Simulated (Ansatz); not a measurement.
**C2H8BNSi: up Jacob's ladder to CCSD(T)**

One table from this session's results is given with a row withheld; the runs are named, their logs left out.

Program: Ansatz 0.2.0, Gaussian basis. Level of theory: functionals in def2-TZVPP, the program's frozen cores in correlated methods. These are calculated values, not measurements.

Plan: PBE-D4, r2SCAN-D4, PBE0-D4, B3LYP-D4, ωB97X-V, ωB97M-V, B2PLYP; CCSD(T)/def2-TZVPP; MP2/def2-QZVPP; extrapolation to the limit.

## Structure used throughout

The geometry comes from an earlier relaxation with PBE0-D4 in a triple-zeta def2 set; it is a stationary point, not always the lowest conformer.

SMILES `CN1B[SiH]1C`, 13 atoms, charge 0, spin multiplicity 1.

Atoms are counted from 1 here; the program's logs count them from 0.

Bond lengths: C1–N2 1.438 Å, C1–H6 1.094 Å, C1–H7 1.093 Å, C1–H8 1.093 Å, N2–B3 1.379 Å, N2–Si4 1.759 Å, B3–Si4 1.922 Å, B3–H9 1.190 Å, Si4–C5 1.868 Å, Si4–H10 1.491 Å, C5–H11 1.093 Å, C5–H12 1.094 Å, C5–H13 1.092 Å. Angles: N2–C1–H6 110.5°, N2–C1–H7 110.6°, N2–C1–H8 110.6°, H6–C1–H7 108.7°, H6–C1–H8 107.7°, H7–C1–H8 108.6°, C1–N2–B3 138.5°, C1–N2–Si4 147.1°, B3–N2–Si4 74.4°, N2–B3–Si4 61.8°, N2–B3–H9 134.6°, Si4–B3–H9 163.6°, N2–Si4–B3 43.7°, N2–Si4–C5 117.0°, N2–Si4–H10 113.7°, B3–Si4–C5 127.0°, B3–Si4–H10 123.5°, C5–Si4–H10 109.4° and more.

The first run:

Input file in.yaml:

```yaml
crystal:
  periodic: [false, false, false]
  atoms:
    - {symbol: C, position_ang: [-0.699438, -0.586993, 1.824411]}
    - {symbol: N, position_ang: [0.088198, -0.649212, 0.623158]}
    - {symbol: B, position_ang: [0.621153, -1.606497, -0.213843]}
    - {symbol: Si, position_ang: [0.944319, 0.241913, -0.628157]}
    - {symbol: C, position_ang: [-0.079010, 1.341826, -1.738935]}
    - {symbol: H, position_ang: [-0.145647, -0.080324, 2.619718]}
    - {symbol: H, position_ang: [-0.961020, -1.591585, 2.165404]}
    - {symbol: H, position_ang: [-1.621645, -0.025257, 1.652092]}
    - {symbol: H, position_ang: [0.603363, -2.796465, -0.240156]}
    - {symbol: H, position_ang: [2.120533, 1.005438, -0.122224]}
    - {symbol: H, position_ang: [-0.361491, 2.268365, -1.232384]}
    - {symbol: H, position_ang: [0.496649, 1.614658, -2.627899]}
    - {symbol: H, position_ang: [-0.985567, 0.829432, -2.066586]}
basis:
  gaussian: {orbitals: def2-TZVPP}
hamiltonian: {xc: pbe, dispersion: d4}
output: {forces: true, orbitals: {seedname: orbitals}}
```

Command:

```console
ansatz run in.yaml --threads 4 --pin off --events-out ev --progress --plain --max-ram 10444MiB
```

Among the steps run: PBE-D4 (GGA); r2SCAN-D4 (meta-GGA); PBE0-D4 (hybrid); B3LYP-D4 (hybrid); ωB97X-V (range-separated); ωB97M-V (range-separated); B2PLYP (double hybrid); CCSD(T) in def2-TZVPP; MP2 in def2-QZVPP.

One of the session's tables, all rows but one given; the rest of the session is left out.

| method | atomisation energy (eV) |
| --- | --- |
| PBE-D4 | 51.116 |
| r2SCAN-D4 | 50.345 |
| PBE0-D4 | ? |
| B3LYP-D4 | 50.342 |
| ωB97X-V | 50.382 |
| ωB97M-V | 50.395 |
| B2PLYP | 49.723 |
| HF/def2-TZVPP | 37.098 |
| MP2/def2-TZVPP | 49.359 |
| CCSD/def2-TZVPP | 48.098 |
| CCSD(T)/def2-TZVPP | 48.781 |
| MP2/CBS | 50.599 |
| CCSD(T)/CBS | 50.022 |

**Question.** Estimate the row for PBE0-D4.

**Answer.** atomisation energy (eV): 50.435. In the column «atomisation energy (eV)» it lies between ωB97M-V (50.395) and MP2/CBS (50.599).
